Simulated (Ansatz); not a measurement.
This script for Ansatz's Python interface starts 4 runs on CH2FGaO, SMILES O=[CH][GaH][F]. What input does the engine get in each?

Script `ch2fgao.py`:
```python
import ansatz as az
from ase import Atoms

atoms = Atoms(["O", "C", "Ga", "F", "H", "H"], positions=[
    (1.6423, -0.5275, -0.6001),
    (0.4884, 0.036, -0.6475),
    (-0.2645, -0.2249, 1.0911),
    (-1.5297, -1.0314, 0.4962),
    (0.1466, 0.5048, -1.5761),
    (-0.4411, 1.179, 1.1902),
])
mol = az.Crystal.molecule_from_ase(atoms)

job = mol.calculation().basis(gaussian="def2-SVP")
for name in ["revpbe", "blyp"]:
    for correction in ("d3bj", "d4"):
        report = job.functional(name, dispersion=correction).run(threads=1).report
        print(f"{name:8s} {correction:5s} total {report['free_energy_ev']:.5f} eV, of which dispersion {1000 * report['dispersion']['energy']['ev']:.2f} meV")
```

Run 1:
```yaml
crystal:
  periodic: [false, false, false]
  atoms:
    - { symbol: O, position_ang: [1.6423, -0.5275, -0.6001] }
    - { symbol: C, position_ang: [0.4884, 0.036, -0.6475] }
    - { symbol: Ga, position_ang: [-0.2645, -0.2249, 1.0911] }
    - { symbol: F, position_ang: [-1.5297, -1.0314, 0.4962] }
    - { symbol: H, position_ang: [0.1466, 0.5048, -1.5761] }
    - { symbol: H, position_ang: [-0.4411, 1.179, 1.1902] }
basis:
  gaussian:
    orbitals: def2-SVP
hamiltonian:
  xc: revpbe
  dispersion: d3bj
```

Run 2, against run 1:
```diff
-  dispersion: d3bj
+  dispersion: d4
```

Run 3, against run 1:
```diff
-  xc: revpbe
+  xc: blyp
```

Run 4, against run 1:
```diff
-  xc: revpbe
-  dispersion: d3bj
+  xc: blyp
+  dispersion: d4
```

```console
$ python ch2fgao.py
revpbe   d3bj  total -58191.53411 eV, of which dispersion -224.71 meV
revpbe   d4    total -58191.63282 eV, of which dispersion -323.42 meV
blyp     d3bj  total -58198.13321 eV, of which dispersion -202.78 meV
blyp     d4    total -58198.16817 eV, of which dispersion -237.75 meV
```

Notes:
- Total energies depend on the basis set; only differences at equal settings carry meaning.
- The geometry is a force-field or estimated start, not a minimum of this method, and the basis set is short of its limit. D4 holds the three-body term, and d3bj doesn't.
- Hardware and time: 18 s on 1 thread of Arm Neoverse N1 (shared host), peak memory 0.19 GiB.
